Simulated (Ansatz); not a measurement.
Predict the output of the script below (the Python package of Ansatz (0.2.0)).

Script `prototypes_na.py`:
```python
import warnings

import ansatz as az
import numpy as np
import spglib


def diamond(A, a):
    return az.Crystal.diamond(A, a=a)


def sc(first, a):
    return (
        az.Lattice.cubic(a)
        .space_group(221)
        .atom(first, (0, 0, 0))
    )


def hcp(a_site, a):
    return (
        az.Lattice.from_parameters(a, a, 1.633 * a, alpha=90, beta=90, gamma=120)
        .space_group(194)
        .atom(a_site, (1 / 3, 2 / 3, 0.25))
    )


def solve(name, crystal):
    calc = (
        crystal.calculation()
        .basis(18 * az.Ha)
        .functional("LDA")
        .kpoints(spacing=0.15)
        .occupations("cold", width=0.05)
        .stress()
        .band_table()
    )
    calc = calc.relax(force_tolerance=0.02, cell=True)
    return calc.run(threads=1, backend="cpu")

def relaxed_twice(name, crystal):
    # the second pass draws mesh and plane waves anew for the relaxed cell
    first = solve(name, crystal)
    again = az.Crystal(lattice=az.Lattice.of(first.lattice.cell_ang))
    for site in first.report["lattice"]["sites"]:
        again = again.atom(site["symbol"], site["position_frac"])
    return solve(name, again)


def space_group(outcome):
    sites = outcome.report["lattice"]["sites"]
    kinds = sorted({site["symbol"] for site in sites})
    cell = (outcome.lattice.cell_ang, [site["position_frac"] for site in sites], [kinds.index(site["symbol"]) for site in sites])
    return spglib.get_spacegroup(cell, symprec=0.01)


def volume_per_atom(outcome):
    return abs(np.linalg.det(outcome.lattice.cell_ang)) / len(outcome.lattice.sites)


def pressure_gpa(outcome):
    return float(np.trace(outcome.report["stress_gpa"]) / 3)


def main() -> None:
    warnings.simplefilter("ignore")

    phases = {}
    phases["diamond"] = diamond("Na", 7.42)
    phases["sc"] = sc("Na", 3.51)
    phases["hcp"] = hcp("Na", 3.81)

    done = {}
    for name, crystal in phases.items():
        try:
            done[name] = relaxed_twice(name, crystal)
        except az.NonConvergedError as error:
            print(name, "did not converge:", str(error)[:120])

    energy = {name: o.report["energy_sigma0_ev"] / len(o.lattice.sites) for name, o in done.items()}
    lowest = min(energy.values())
    rows = [(name, len(o.lattice.sites), 1000 * (energy[name] - lowest), space_group(o), volume_per_atom(o), pressure_gpa(o)) for name, o in done.items()]
    rows.sort(key=lambda row: row[2])
    print("| phase | atoms | dE (meV/atom) | space group | V (A^3/atom) | P (GPa) |")
    print("| --- | --- | --- | --- | --- | --- |")
    for row in rows:
        print(f"| {row[0]} | {row[1]:d} | {row[2]:.1f} | {row[3]} | {row[4]:.3f} | {row[5]:.2f} |")
    print("lowest in energy:", rows[0][0])


if __name__ == "__main__":
    main()
```

Running `python prototypes_na.py` prints:
```text
| phase | atoms | dE (meV/atom) | space group | V (A^3/atom) | P (GPa) |
| --- | --- | --- | --- | --- | --- |
| hcp | 2 | 0.0 | P6_3/mmc (194) | 33.331 | 0.01 |
| sc | 1 | 126.4 | Pm-3m (221) | 35.743 | -0.01 |
| diamond | 2 | 353.1 | Fd-3m (227) | 48.593 | -0.00 |
lowest in energy: hcp
```

By space group at the end of each run: P6_3/mmc (+0 meV an atom, 33.3 Å³), Pm-3m (+124 meV an atom, 35.7 Å³) and Fd-3m (+353 meV an atom, 48.6 Å³).

Reading the output:
- Pressure is positive in compression.
- The cells are built on prototypes, so most aren't the phase found in nature. Rows bear the name of their start, and a relaxation keeps or raises the symmetry. Differences under 10 to 15 meV an atom lie within the error of mesh and functional.
- Finished in 80 s on 1 thread of Arm Neoverse V2, on a shared host, peak memory 0.48 GiB.
